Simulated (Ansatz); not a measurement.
A nudged elastic band was laid between two geometries of a periodic cell of 17 atoms, Si$_{16}$Ge (host Si, host structure diamond, interstitial Ge).

Theory: Ansatz 0.2.0, DFT PBE, scalar-relativistic, plane waves, PAW. Settings: PAW set soft_1, cutoff 420 eV, k mesh 2x2x2, gaussian smearing 0.02 eV, no spin polarisation.

* movable images: 5
* climbing image: yes
* spring: 5.0 eV/Å²
* optimiser: quadratic models (default)
* start path: straight line
* force threshold: 0.05 eV/Å
* iteration limit: 54
* end points: relaxed

Image 0:

```xyz
17
Lattice="0.0000 5.4300 5.4300 5.4300 0.0000 5.4300 5.4300 5.4300 0.0000" Properties=species:S:1:pos:R:3
Si -0.031 0.048 -0.048
Si 1.356 1.408 1.358
Si 2.718 2.704 -0.010
Si 4.026 4.072 1.358
Si 2.743 0.048 2.765
Si 4.071 1.357 4.073
Si 5.399 2.665 2.765
Si 6.786 4.072 4.124
Si -0.006 2.704 2.726
Si 1.356 4.072 4.022
Si 2.718 5.440 2.726
Si 4.071 6.787 4.073
Si 2.743 2.665 5.382
Si 4.115 4.072 6.788
Si 5.424 5.440 5.420
Si 6.786 6.736 6.788
Ge 6.786 9.502 6.788
```

Image 6:

```xyz
17
Lattice="0.0000 5.4300 5.4300 5.4300 0.0000 5.4300 5.4300 5.4300 0.0000" Properties=species:S:1:pos:R:3
Si 0.000 -0.004 0.001
Si 1.351 1.343 1.351
Si 2.715 2.711 0.057
Si 4.080 4.080 1.351
Si 2.715 0.029 2.716
Si 4.080 1.343 4.081
Si 5.373 2.711 2.716
Si 6.735 4.093 4.125
Si 0.057 2.711 2.716
Si 1.351 4.080 4.081
Si 2.715 5.393 2.716
Si 4.125 6.759 4.125
Si 2.715 2.711 5.375
Si 4.125 4.093 6.737
Si 5.430 5.426 5.431
Si 6.735 6.759 6.737
Ge 8.145 8.141 8.146
```

Question: What changes between the two ends?

Answer: Contacts lost: Si1–Ge17. Contacts made: Si12–Ge17. The atom that moves furthest is Ge17, by 2.35 Å; four of its nearest neighbours are Si7 2.42, Si1 2.43, Si13 2.43, Si5 2.43 Å at the first end and Si12 2.43, Si8 2.43, Si14 2.43, Si16 2.43 Å at the last.

Question: Give the energies along the band, and the barrier.

Answer: The forces met the threshold. The highest image is number 3 of 0 to 6, 0.33 eV above the ends, which have the same energy within 2 meV. By the program's own check the climbing image is of a kind that is not told: the force calls were inconclusive, a negative curvature could not be distinguished from the path's own, the only one lies far off the path, or fixed occupations may fill a level only in part (lowest curvatures found: 0.18 and 0.40 eV/Å²). Limits of this set-up: coarse k mesh, a small cell, in which the defect meets its images.

| image | path coordinate (Å) | energy (eV) | Si1–Ge17 (Å) | Si12–Ge17 (Å) |
| --- | --- | --- | --- | --- |
| 0 | 0.00 | 0.00 | 2.43 | 4.70 |
| 1 | 0.56 | 0.12 | 2.47 | 4.25 |
| 2 | 1.13 | 0.32 | 2.63 | 3.78 |
| 3 | 1.69 | 0.33 | 2.99 | 3.14 |
| 4 | 2.29 | 0.32 | 3.67 | 2.66 |
| 5 | 2.89 | 0.13 | 4.21 | 2.48 |
| 6 | 3.49 | 0.00 | 4.70 | 2.43 |

Question: What is the geometry of the highest image?

Answer: 
```xyz
17
Lattice="0.0000 5.4300 5.4300 5.4300 0.0000 5.4300 5.4300 5.4300 0.0000" Properties=species:S:1:pos:R:3
Si 0.278 -0.282 0.280
Si 1.442 1.388 1.445
Si 2.629 2.797 0.020
Si 4.039 3.985 1.445
Si 2.839 0.139 2.841
Si 4.330 1.097 4.332
Si 5.288 2.588 2.841
Si 6.670 4.187 4.194
Si 0.018 2.798 2.631
Si 1.443 3.984 4.041
Si 2.629 5.409 2.631
Si 3.819 7.038 3.821
Si 2.839 2.587 5.290
Si 4.192 4.187 6.671
Si 5.191 5.666 5.192
Si 6.670 6.665 6.671
Ge 7.436 8.850 7.438
```

The run took 19 min on 1 thread of Arm Neoverse V1, on a shared host, peak memory 0.93 GiB.
